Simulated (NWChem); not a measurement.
# One shape, several levels: BSiH4O2F (SMILES OB(F)O[SiH3])

Wanted: a comparison of 3 runs (HF/STO-3G, HF/3-21G, B3LYP/6-31G*) of BSiH4O2F. 

The results are computed with NWChem 7.3.0.

**1. Starting point**

The species is BSiH4O2F (9 atoms), meant as a singlet with charge 0. As SMILES, `OB(F)O[SiH3]`. The shape is that of a PBE0-D4/def2-TZVP optimisation. This is one conformer, not always the lowest.

Bond lengths: O1–B2 1.359 Å, B2–F3 1.334 Å, B2–O4 1.348 Å, O4–Si5 1.655 Å, O1–H6 0.960 Å, Si5–H7 1.480 Å, Si5–H8 1.484 Å, Si5–H9 1.484 Å. Some angles: O1–B2–F3 120.0°, O1–B2–O4 121.1°, F3–B2–O4 118.9°, B2–O4–Si5 131.9°, B2–O1–H6 113.4°, O4–Si5–H7 106.4°, O4–Si5–H8 110.2°, O4–Si5–H9 110.2°, H7–Si5–H8 110.1°, H7–Si5–H9 110.1°.

**2. Energy and gradient at HF/STO-3G (run 1)**

Input file sp.nw:

```
START sp
TITLE "BFH4O2Si"
memory stack 880 mb heap 220 mb global 1100 mb

GEOMETRY noautosym nocenter noautoz
  O       -1.614100       0.556700       0.394000
  B       -0.395400       1.157100       0.352700
  F       -0.277300       2.450800       0.657900
  O        0.708900       0.466900       0.006200
  Si       0.934200      -1.114900      -0.425000
  H       -2.322500       1.149900       0.654100
  H        2.381900      -1.273900      -0.690900
  H        0.154500      -1.427600      -1.647800
  H        0.518200      -2.011000       0.681800
END

BASIS spherical bse
  * library STO-3G
END

SCF
  thresh 1e-08
  maxiter 80
  print medium
END

TASK scf gradient
```

Run with:

```
nwchem sp.nw > sp.out
```

The log of the run:

```text
[...]
  functions       =    33
[...]
  wavefunction    = RHF
[...]
         Total SCF energy =   -558.220686595773
      One-electron energy =  -1220.871213666759
      Two-electron energy =    440.544285881716
 Nuclear repulsion energy =    222.106241189269
        Time for solution =      1.2s
[...]
                         RHF ENERGY GRADIENTS
    atom               coordinates                        gradient
                 x          y          z           x          y          z
   1 O      -3.050207   1.052010   0.744552   -0.014119   0.024379   0.008318
   2 B      -0.747198   2.186602   0.666506   -0.021776  -0.005464   0.002079
   3 F      -0.524021   4.631340   1.243251    0.002134   0.013554   0.003049
   4 O       1.339627   0.882313   0.011716    0.013646  -0.016441  -0.006271
   5 Si      1.765382  -2.106856  -0.803134   -0.000750   0.029181   0.007414
   6 H      -4.388889   2.172996   1.236070    0.016362  -0.018756  -0.007270
   7 H       4.501138  -2.407322  -1.305612    0.030155  -0.002657  -0.005377
   8 H       0.291963  -2.697773  -3.113890   -0.016649  -0.005753  -0.025496
   9 H       0.979256  -3.800239   1.288415   -0.009002  -0.018044   0.023554
[...]
```

Wall time 2.2 s (1 thread of Intel Xeon 6975P-C (Granite Rapids), shared host); peak memory 0.096 GiB.

**3. Energy and forces at HF/3-21G (run 2)**

Input file run.py:

```python
from ase import Atoms
from ase.calculators.nwchem import NWChem

molecule = Atoms(['O', 'B', 'F', 'O', 'Si', 'H', 'H', 'H', 'H'], positions=[
    [-1.614100, 0.556700, 0.394000],
    [-0.395400, 1.157100, 0.352700],
    [-0.277300, 2.450800, 0.657900],
    [0.708900, 0.466900, 0.006200],
    [0.934200, -1.114900, -0.425000],
    [-2.322500, 1.149900, 0.654100],
    [2.381900, -1.273900, -0.690900],
    [0.154500, -1.427600, -1.647800],
    [0.518200, -2.011000, 0.681800],
])

calc = NWChem(
    label='bfh4o2si',
    theory='scf',
    memory='2200 mb',
    basis='3-21G',
    basispar='spherical bse',
    scf={'nopen': '0', 'rhf': None, 'thresh': '1e-08', 'maxiter': '80'},
)
molecule.calc = calc

forces = molecule.get_forces()
e = molecule.get_potential_energy()
print(f"E = {e:.6f} eV")
print("forces (eV/A):")
for s, f in zip(molecule.symbols, forces):
    print(f"{s:2s} {f[0]:10.5f} {f[1]:10.5f} {f[2]:10.5f}")
print("dipole (e A):", molecule.get_dipole_moment().round(4))
```

Run with:

```
export ASE_NWCHEM_COMMAND="nwchem PREFIX.nwi > PREFIX.nwo"
python run.py
```

The log of the run:

```text
E = -15300.767296 eV
forces (eV/A):
O    -0.50651    0.09395    0.10377
B     1.04510   -0.02669   -0.17232
F    -0.17910    0.95522    0.26765
O    -0.25536    0.48625    0.16260
Si    0.50219   -1.09344   -0.35260
H    -0.60915   -0.19659    0.04638
H    -0.06186   -0.10953   -0.01759
H     0.03630   -0.06166    0.00828
H     0.02838   -0.04757   -0.04613
dipole (e A): [-0.3263 -0.1802  0.0065]
```

The calculator wrote bfh4o2si.nwi:

```
title "bfh4o2si"

permanent_dir bfh4o2si

scratch_dir bfh4o2si

start bfh4o2si

geometry units angstrom nocenter noautosym noautoz
  O  -1.6141000000000001e+00 5.5669999999999997e-01 3.9400000000000002e-01
  B  -3.9539999999999997e-01 1.1571000000000000e+00 3.5270000000000001e-01
  F  -2.7729999999999999e-01 2.4508000000000001e+00 6.5790000000000004e-01
  O  7.0889999999999997e-01 4.6689999999999998e-01 6.1999999999999998e-03
  Si 9.3420000000000003e-01 -1.1149000000000000e+00 -4.2499999999999999e-01
  H  -2.3224999999999998e+00 1.1498999999999999e+00 6.5410000000000001e-01
  H  2.3818999999999999e+00 -1.2739000000000000e+00 -6.9089999999999996e-01
  H  1.5450000000000000e-01 -1.4276000000000000e+00 -1.6477999999999999e+00
  H  5.1819999999999999e-01 -2.0110000000000001e+00 6.8179999999999996e-01
end

memory 2200 mb

basis spherical bse noprint
   * library 3-21G
end

scf
  nopen 0
  rhf
  thresh 1e-08
  maxiter 80
end

task scf gradient
```

bfh4o2si.nwo:

```text
Northwest Computational Chemistry Package (NWChem) 7.3.0
             --------------------------------------------------------

           Job information
           ---------------

    nwchem branch   = 7.3.0
    use scalapack   = T
    input           = bfh4o2si.nwi
    prefix          = bfh4o2si.
    data base       = bfh4o2si/bfh4o2si.db
    status          = startup
    nproc           =        1

           Memory information
           ------------------

    heap     =     72089596 doubles =      550.0 Mbytes
    stack    =     72089601 doubles =      550.0 Mbytes
    global   =    144179200 doubles =     1100.0 Mbytes (distinct from heap & stack)
    total    =    288358397 doubles =     2200.0 Mbytes
    verify   = yes
    hardfail = no

[... 137 lines left out ...]
 Convergence threshold     :          1.000E-08
[... 12 lines left out ...]
       Final RHF  results
[... 3 lines left out ...]
      One-electron energy =  -1221.246372994085
[... 1 line left out ...]
 Nuclear repulsion energy =    222.106241189269
[... 42 lines left out ...]
                       ROHF Final Molecular Orbital Analysis
[... 231 lines left out ...]
                         RHF ENERGY GRADIENTS

    atom               coordinates                        gradient
                 x          y          z           x          y          z
   1 O      -3.050207   1.052010   0.744552    0.009850  -0.001827  -0.002018
   2 B      -0.747198   2.186602   0.666506   -0.020324   0.000519   0.003351
   3 F      -0.524021   4.631340   1.243251    0.003483  -0.018576  -0.005205
[... 5 lines of this table left out ...]
   9 H       0.979256  -3.800239   1.288415   -0.000552   0.000925   0.000897

                 ----------------------------------------
                 |  Time  |  1-e(secs)   |  2-e(secs)   |
                 ----------------------------------------
                 |  CPU   |       0.00   |       0.55   |
                 ----------------------------------------
                 |  WALL  |       0.00   |       0.55   |
                 ----------------------------------------

 Task  times  cpu:        2.1s     wall:        2.1s
 Total times  cpu:        2.1s     wall:        2.1s
```

It took 3 s on 1 thread of Intel Xeon 6975P-C (Granite Rapids), shared host; peak memory 0.099 GiB.

**4. Energy and gradient at B3LYP/6-31G(d) (Cartesian functions) (run 3)**

Input file bfh4o2si.xyz:

```xyz
9

O     -1.614100     0.556700     0.394000
B     -0.395400     1.157100     0.352700
F     -0.277300     2.450800     0.657900
O      0.708900     0.466900     0.006200
Si     0.934200    -1.114900    -0.425000
H     -2.322500     1.149900     0.654100
H      2.381900    -1.273900    -0.690900
H      0.154500    -1.427600    -1.647800
H      0.518200    -2.011000     0.681800
```

Input file bfh4o2si.nw:

```
start bfh4o2si
memory stack 880 mb heap 220 mb global 1100 mb

geometry units angstrom noautosym nocenter noautoz
  load bfh4o2si.xyz
end

basis
  * library 6-31G*
end

dft
  xc b3lyp
  grid xfine
  convergence energy 1e-08
  iterations 100
  mulliken
end

task dft gradient
```

Run with:

```
nwchem bfh4o2si.nw > bfh4o2si.out
```

The log of the run:

```text
[...]
          Wavefunction type:  closed shell.
          No. of atoms     :     9
          No. of electrons :    48
[...]
          Charge           :     0
          Spin multiplicity:     1
[...]
          AO basis - number of functions:    87
[...]
              XC Information
              --------------
                         B3LYP Method XC Potential
                     Hartree-Fock (Exact) Exchange  0.200
                        Slater Exchange Functional  0.800 local
                    Becke 1988 Exchange Functional  0.720 non-local
              Lee-Yang-Parr Correlation Functional  0.810
                  VWN I RPA Correlation Functional  0.190 local
[...]
 d= 0,ls=0.0,diis     1   -567.1263542686 -7.89D+02  1.45D-02  1.06D+00     2.7
[...]
 d= 0,ls=0.0,diis    10   -567.2354539541 -6.80D-10  1.86D-07  5.30D-10    24.7
         Total DFT energy =     -567.235453954131
      One electron energy =    -1225.706240675984
           Coulomb energy =      490.688553097657
    Exchange-Corr. energy =      -54.324007565073
 Nuclear repulsion energy =      222.106241189269
[...]
  wavefunction    = closed shell
                         DFT ENERGY GRADIENTS
    atom               coordinates                        gradient
                 x          y          z           x          y          z
   1 O      -3.050207   1.052010   0.744552   -0.000536   0.008287   0.002151
   2 B      -0.747198   2.186602   0.666506    0.001130  -0.001834  -0.000618
   3 F      -0.524021   4.631340   1.243251   -0.000305  -0.005054  -0.001224
   4 O       1.339627   0.882313   0.011716   -0.003892  -0.006082  -0.000919
   5 Si      1.765382  -2.106856  -0.803134   -0.000061   0.006516   0.001636
   6 H      -4.388889   2.172996   1.236070    0.004751  -0.005250  -0.002059
   7 H       4.501138  -2.407322  -1.305612   -0.000487   0.000862   0.000290
   8 H       0.291963  -2.697773  -3.113890   -0.000229   0.001174   0.000805
   9 H       0.979256  -3.800239   1.288415   -0.000372   0.001383  -0.000061
[...]
```

It took 32 s on 1 thread of Intel Xeon 6975P-C (Granite Rapids), shared host; peak memory 0.15 GiB.

**5. All runs side by side**

```tsv
run	level	Cartesian functions	iteration cap	energy (Eh)	dipole moment (D)	HOMO energy (eV)	LUMO energy (eV)	wall time
1	HF/STO-3G	no	80	-558.220687	1.03	-9.45	10.60	2.2 s
2	HF/3-21G	no	80	-562.292831	1.79	-12.60	4.21	3 s
3	B3LYP/6-31G* (Cartesian functions)	yes	100	-567.235454	1.36	-8.73	0.33	32 s
```

**6. What came out**

```
                       quantity          value
            run 3: total energy  -567.23545 Eh
           run 3: dipole moment         1.36 D
             run 3: HOMO energy       -8.73 eV
             run 3: LUMO energy        0.33 eV
           run 3: HOMO–LUMO gap        9.07 eV
run 3: largest force on an atom     0.441 eV/Å
```

The dipole moment (its size) runs from 1.03 D (HF/STO-3G) to 1.79 D (HF/3-21G). The HOMO–LUMO gap runs from 9.07 eV (B3LYP/6-31G*) to 20.05 eV (HF/STO-3G). The two ends differ in method and basis. In run 1 the basis is minimal, so the values are rough. All runs together took 37 s, the longest 32 s.
